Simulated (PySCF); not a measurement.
**SiF3 (trifluorosilyl) at 3 levels**

Aim: a comparison of 3 runs (UB2PLYP/STO-3G, NEVPT2(3,3)/STO-3G, UCCSD(T)/STO-3G) of SiF3 (trifluorosilyl). Input form: a Python script.

The calculation is run with PySCF 2.14.0.

7 further runs of the same task are left out: 1 that didn't finish, 6 set aside as unsound or not needed.

**1. The structure to begin with**

The species is SiF3 (4 atoms), meant as a doublet with charge 0. As SMILES, `F[Si](F)F`. One bond was lengthened or shortened from a relaxed shape.

Bond lengths: F1–Si2 1.581 Å, Si2–F3 1.897 Å, Si2–F4 1.581 Å. Angles: F1–Si2–F3 107.9°, F1–Si2–F4 107.9°, F3–Si2–F4 107.9°.

**2. A single-point energy at UB2PLYP/STO-3G (run 1)**

Contents of job.py:

```python
from pyscf import gto, dft, mp

mol = gto.Mole()
mol.atom = 'F 0.927134 -0.286006 1.327402; Si -0.140466 0.434094 0.409982; F -0.994260 -0.892250 -0.644340; F 0.634444 1.407264 -0.565938'
mol.basis = 'sto-3g'
mol.spin = 1
mol.verbose = 3
mol.max_memory = 1860
mol.build()

ks = dft.UKS(mol, xc='0.53*HF + 0.47*B88, 0.73*LYP')
ks.grids.level = 5
ks.conv_tol = 1e-10
ks.kernel()
if not ks.converged:
    ks = ks.newton().run(ks.mo_coeff, ks.mo_occ)

pt = mp.MP2(ks, frozen=8).run()
e_tot = ks.e_tot + 0.27 * pt.e_corr
print('PT2 part  %.8f' % (0.27 * pt.e_corr))
print('E = %.10f Eh' % e_tot)
```

The run is started by

```sh
$ OMP_NUM_THREADS=1 python job.py
```

Standard output:

```text
WARN: HOMO -0.218064239827972 >= LUMO -0.21806423982797

converged SCF energy = -580.785659666062  <S^2> = 0.77298477  2S+1 = 2.0228542
E(UMP2) = -580.912528562547  E_corr = -0.12686889648498
E(SCS-UMP2) = -580.913241459069  E_corr = -0.127581793006967
PT2 part  -0.03425460
E = -580.8199142681 Eh
```

Run time: 9.3 s. Hardware: 1 thread of Intel Xeon Platinum 8259CL at 2.50GHz (Skylake/Cascade Lake), shared host; peak memory 0.23 GiB.

**3. The energy at NEVPT2(3,3)/STO-3G (run 2)**

Contents of job.py:

```python
import numpy
from pyscf import gto, scf, mp, mcscf, mrpt

molecule = gto.M(
    atom=[
    ('F', (0.927134, -0.286006, 1.327402)),
    ('Si', (-0.140466, 0.434094, 0.409982)),
    ('F', (-0.994260, -0.892250, -0.644340)),
    ('F', (0.634444, 1.407264, -0.565938)),
],
    basis='sto-3g',
    verbose=4,
    spin=1,
    max_memory=1860,
)

hf = scf.ROHF(molecule)
hf.conv_tol = 1e-10
hf.kernel()
if not hf.converged:
    hf = hf.newton().run(hf.mo_coeff, hf.mo_occ)

pt = mp.MP2(scf.addons.convert_to_uhf(hf)).run()
noons, natorbs = mcscf.addons.make_natural_orbitals(pt)
print('natural occupations', numpy.round(noons[:40], 4))
cas = mcscf.CASSCF(hf, 3, 3)
cas.fix_spin_(ss=0.75)
cas.natorb = True
cas.kernel(natorbs)
e_pt2 = mrpt.NEVPT(cas).kernel()
etot = cas.e_tot + e_pt2
print('E(%s) = %.9f' % ('NEVPT2', etot))
```

The run is started by

```sh
$ OMP_NUM_THREADS=1 python job.py
```

Standard output:

```text
PySCF version 2.14.0

[... 64 lines left out ...]
converged SCF energy = -579.683584928144
[... 33 lines left out ...]
sorting_mo_energy = False
[... 22 lines left out ...]
1-step CASSCF converged in   4 macro ( 45 JK  11 micro) steps
[... 2 lines left out ...]
Natural orbital (expansion on meta-Lowdin AOs) in CAS space
[... 9 lines left out ...]
CASSCF energy = -579.718985607189
[... 2 lines left out ...]
******** <class 'pyscf.mrpt.nevpt2.NEVPT'> ********
NEVPT2 (2e+1e, 3o), ncore = 19, nvir = 2
root = 0
Natural occ [1.93094689 1.00391801 0.06513509]
Natural orbital (expansion on meta-Lowdin AOs) in CAS space
               #1        #2        #3
0 F 1s           0.00048  -0.00074   0.00040
0 F 2s          -0.02330   0.03120  -0.01834
0 F 2px          0.18066  -0.21391   0.05423
[... 20 lines of this table left out ...]
3 F 2pz         -0.01970   0.18648   0.08682
<CAS-nat-orb|mo-hf>  20     20       0.88344403
<CAS-nat-orb|mo-hf>  21     21      -0.99692120
<CAS-nat-orb|mo-hf>  22     22      -0.99572149
Sr    (-1)',   E = -0.00010736644467
Si    (+1)',   E = -0.00197735304457
Sijrs (0)  ,   E = -0.02277662955336
Sijr  (+1) ,   E = -0.01961346607175
Srsi  (-1) ,   E = -0.00358134925932
Srs   (-2) ,   E = -0.00107715294312
Sij   (+2) ,   E = -0.00338946253670
Sir   (0)' ,   E = -0.00693115997350
Nevpt2 Energy = -0.059453939826969
E(NEVPT2) = -579.778439547
```

Wall time 1.2 s (1 thread of Intel Xeon Platinum 8259CL at 2.50GHz (Skylake/Cascade Lake), shared host); peak memory 0.12 GiB.

**4. The energy at UCCSD(T)/STO-3G (run 3)**

Contents of start.xyz:

```xyz
4
F3Si
F      0.927134    -0.286006     1.327402
Si    -0.140466     0.434094     0.409982
F     -0.994260    -0.892250    -0.644340
F      0.634444     1.407264    -0.565938
```

Contents of job.py:

```python
from pyscf import gto, cc

mol = gto.M(
    atom='start.xyz',
    basis='sto-3g',
    verbose=4,
    spin=1,
    max_memory=1860,
)

myscf = mol.UHF()
myscf.conv_tol = 1e-10
myscf.kernel()
if not myscf.converged:
    myscf = myscf.newton().run(myscf.mo_coeff, myscf.mo_occ)

mycc = cc.CCSD(myscf, frozen=8)
mycc.kernel()
e_t = mycc.ccsd_t()
e_final = mycc.e_tot + e_t
print('Final energy', e_final)
```

The run is started by

```sh
$ OMP_NUM_THREADS=1 python job.py
```

Standard output:

```text
PySCF version 2.14.0

[... 104 lines left out ...]
converged SCF energy = -579.690813137124  <S^2> = 0.82858347  2S+1 = 2.0770975
[... 12 lines left out ...]
Init t2, MP2 energy = -0.072945537225208
[... 20 lines left out ...]
UCCSD converged
[... 2 lines left out ...]
Final energy -579.7962374360983
```

Run time: 1.3 s. Hardware: 1 thread of Intel Xeon Platinum 8259CL at 2.50GHz (Skylake/Cascade Lake), shared host; peak memory 0.12 GiB.

**5. The series**

```
run               level  frozen core orbitals  integration grid  energy (Eh)  dipole moment (D) of the reference  HOMO energy (eV)  LUMO energy (eV)  wall time
  1      UB2PLYP/STO-3G                     8                 5  -580.819914                                1.20             -4.50              2.23      9.3 s
  2  NEVPT2(3,3)/STO-3G                     –                 –  -579.778440                                1.83                 –                 –      1.2 s
  3     UCCSD(T)/STO-3G                     8                 –  -579.796237                                1.44             -7.23              5.11      1.3 s
```

**6. Outcome**

```
                                                         quantity          value
                                              run 3: total energy  -579.79624 Eh
                      run 3: dipole moment (Hartree–Fock density)         1.44 D
run 3: HOMO energy (Hartree–Fock orbitals) (highest over α and β)       -7.23 eV
 run 3: LUMO energy (Hartree–Fock orbitals) (lowest over α and β)        5.11 eV
               run 3: correlation energy (8 core orbitals frozen)     -105.4 mEh
                                            run 3: (T) correction      -7.31 mEh
                         run 3: ⟨S²⟩ of the reference determinant          0.829
                                             run 3: T1 diagnostic          0.024
```

What this shows: In runs 1, 2, 3 the basis is minimal, so the values are rough. All runs together took 12 s, the longest 9.3 s.
